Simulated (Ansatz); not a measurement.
This script for a comparison of norm-conserving and PAW potentials of Sc2CO, space group R-3m with Ansatz 0.2.0 through its Python package holds a mistake.

The script, `run_nc_paw.py`:
```python
"""Two kinds of potentials on Sc2CO."""

from dataclasses import dataclass

import ansatz as az
import numpy as np


@dataclass(frozen=True)
class Options:
    filling: str = "Fixed"
    xc: str = "pbesol"
    kmesh: tuple[int, ...] = (6, 6, 6)


opts = Options()


def count_gap(report):
    # lowest empty less highest filled band, counting bands; zero where they overlap
    return max(report.get("gap_by_band_count_ev") or 0.0, 0.0)

system = (
    az.Lattice.of([1.62139, 0.93611, 5.29006], [-1.62139, 0.93611, 5.29006], [0.0, -1.87222, 5.29006])
    .atom("Sc", [0.24641, 0.24641, 0.24641])
    .atom("Sc", [0.75359, 0.75359, 0.75359])
    .atom("C", [0.5, 0.5, 0.5])
    .atom("O", [0.0, 0.0, 0.0])
)

calc = (
    system.calculation()
    .occupations(opts.filling)
    .functional(opts.xc)
    .kpoints(mesh=opts.kmesh)
    .stress()
    .forces()
    .band_table()
)
variants = {
    "PAW": calc.pseudopotentials("paw"),
    "norm-conserving": calc.pseudopotentials("nc"),
}
# totals differ by the cores that each treatment holds, so compare what does not depend on them
rows = []
for label, variant in variants.items():
    rep = variant.run().report
    levels = np.array(rep["eigenvalues_ev"][0]) - rep["fermi_energy_ev"]
    print(label, "levels at the first k-point near E_F:", np.round(levels[np.abs(levels) < 5], 3))
    rows.append((label, rep["n_electrons"], np.trace(rep["stress_gpa"]) / 3, float(np.abs(rep["forces_ev_ang"]).max()), count_gap(rep)))
lines = [",".join(["treatment", "electrons in bands", "P GPa", "max force component eV/A", "gap by band count eV"])] + [",".join(f"{v:.4f}" if isinstance(v, float) else str(v) for v in row) for row in rows]
print("\n".join(lines))
with open("nc_paw.csv", "w") as handle:
    handle.write("\n".join(lines) + "\n")
```

`python run_nc_paw.py` gives:
```text
DeckWarning: basis.ecutwfc = 420 eV, auto-derived from the records' recommended cutoffs: set by Sc (normal level)
RunWarning: iter 1: σ=0 fill of 16 bands saw a band overlap (occupied 12.1585 eV > unoccupied 11.7314 eV) — on an unconverged iterate often a transient of an unconverged empty band; one that stands at the close is told there (band_overlap_at_count); if the [...]
RunWarning: the bands overlap at the fill by count (16 filled at each k-point of a channel): the highest filled level, 12.118028 eV at k-index 0, stands 0.3883 eV over the lowest empty one, 11.729687 eV at k-index 12, so that a fill of the lowest levels lies [...]
PAW levels at the first k-point near E_F: [-4.203 -4.203 -0.896 -0.     0.     1.989  1.989  2.014  3.228]
DeckWarning: basis.ecutwfc = 1142.878222 eV, auto-derived from the records' recommended cutoffs: set by O (normal level)
norm-conserving levels at the first k-point near E_F: [-4.205 -4.205 -0.9   -0.     0.     1.995  1.995  2.019  3.237]
treatment,electrons in bands,P GPa,max force component eV/A,gap by band count eV
PAW,32.0000,-4.7165,0.0239,0.0000
norm-conserving,32.0000,-4.7680,0.0073,0.0000
```
(Warnings from the package without file and line, shortened, repeats left out.)

The script ran to its end, but the result can't be trusted. Why?

The fault: fixed occupations, though the bands overlap at this level of theory. The correction:

```diff
--- before
+++ after
@@ -10,3 +10,4 @@
 class Options:
-    filling: str = "Fixed"
+    filling: str = "fermi_dirac"
+    width_ev: float = 0.05
     xc: str = "pbesol"
@@ -32,3 +33,3 @@
     system.calculation()
-    .occupations(opts.filling)
+    .occupations(opts.filling, width=opts.width_ev)
     .functional(opts.xc)
```

With that change:

Output of `python run_nc_paw.py`:
```text
DeckWarning: basis.ecutwfc = 420 eV, auto-derived from the records' recommended cutoffs: set by Sc (normal level)
PAW levels at the first k-point near E_F: [-4.047 -4.047 -0.748  0.139  0.139  2.147  2.147  2.174  3.386]
DeckWarning: basis.ecutwfc = 1142.878222 eV, auto-derived from the records' recommended cutoffs: set by O (normal level)
norm-conserving levels at the first k-point near E_F: [-4.05  -4.05  -0.754  0.137  0.137  2.15   2.15   2.177  3.394]
treatment,electrons in bands,P GPa,max force component eV/A,gap by band count eV
PAW,32.0000,-4.8728,0.0719,0.0000
norm-conserving,32.0000,-4.9218,0.0881,0.0000
```
(Warnings from the package without file and line.)

Notes:
- The run is spin-unpolarised.
- The computed bands are complete only to about 2.9 eV above the Fermi level.
- The mesh is modest for a metal, so energies can be off by several to tens of meV an atom and pressures by half a GPa or more; differences at equal mesh fare better.
- A gap by band count of zero or less means overlapping bands, a metal.
- The structure comes from a database of computed cells and needn't be a stable or known phase.
- Gaps and levels are Kohn-Sham values on a finite set of k-points.
- Stress is positive in compression.
- Finished in 2.8 s on 1 thread of AMD EPYC 9R05 (Zen 5) (shared host), peak memory 0.5 GiB.

(A comment or docstring line of the script was reworded after the run, the code is as it ran; lines on the test bed's own set-up are left out of the output.)
